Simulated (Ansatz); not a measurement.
# ZnAg: the cost of one run

Method: DFT PBEsol, scalar-relativistic, plane waves, PAW, in Ansatz 0.2.0.

5 further runs of the same task are left out: 5 set aside as unsound or not needed. Runs told in other sessions of the task aren't counted.

## (1) The structure to begin with

It takes space group Pm-3m (No. 221, cubic). The conventional cell has a = 3.156 Å, b = 3.156 Å, c = 3.156 Å, α = 90.00°, β = 90.00°, γ = 90.00°. Zn (site symmetry m-3m) has 8 Ag at 2.73 Å in its first shell of neighbours. Around Ag (site symmetry m-3m) lie 8 Zn at 2.73 Å.

Structure file:

```xyz
2
Lattice="3.1560 0.0000 0.0000 0.0000 3.1560 0.0000 0.0000 0.0000 3.1560" Properties=species:S:1:pos:R:3 pbc="T T T"
Zn    1.5780    1.5780    1.5780
Ag    0.0000    0.0000    0.0000
```

The cell is the deposited one, not relaxed. An earlier run on this cell at PBEsol gave -3.89 GPa at 15.717 Å³/atom (10×10×10 mesh), a metal on this mesh. The cell is stretched at this level.

## (2) Bands on a fine mesh, Fermi surface

Contents of input.yaml:

```yaml
crystal:
  lattice:
    - [3.1559993168, 0.0, 0.0]
    - [0.0, 3.1559993168, 0.0]
    - [0.0, 0.0, 3.1559993168]
  atoms:
    - { symbol: Zn, position: [0.5, 0.5, 0.5] }
    - { symbol: Ag, position: [0.0, 0.0, 0.0] }
basis:
  ecutwfc: 420
  ecutrho_ratio: 4
kpoints:
  mp_grid: { grid: [10, 10, 10] }
hamiltonian:
  xc: pbesol
scf:
  occupations: { method: gaussian, width: 0.05 }
output:
  forces: true
  stress: true
  eigenvalues: true
  eigenstates:
    nscf_kmesh: { grid: [20, 20, 20] }
    de_dk: true
    e_range: [-2.5, 2.5]
  write_density: true
  write_potential: true
  elf: true
  volumetric_format: npy
```

On the command line:

```
> ansatz run input.yaml --threads 4 --pin off --max-ram 9216MiB --backend cpu --events-out ev --progress --plain --runs-dir out
```

Q: Estimate wall time and peak memory on 4 threads of Arm Neoverse N1, shared host.

About 3.9 s, with a peak of 0.4 GiB.
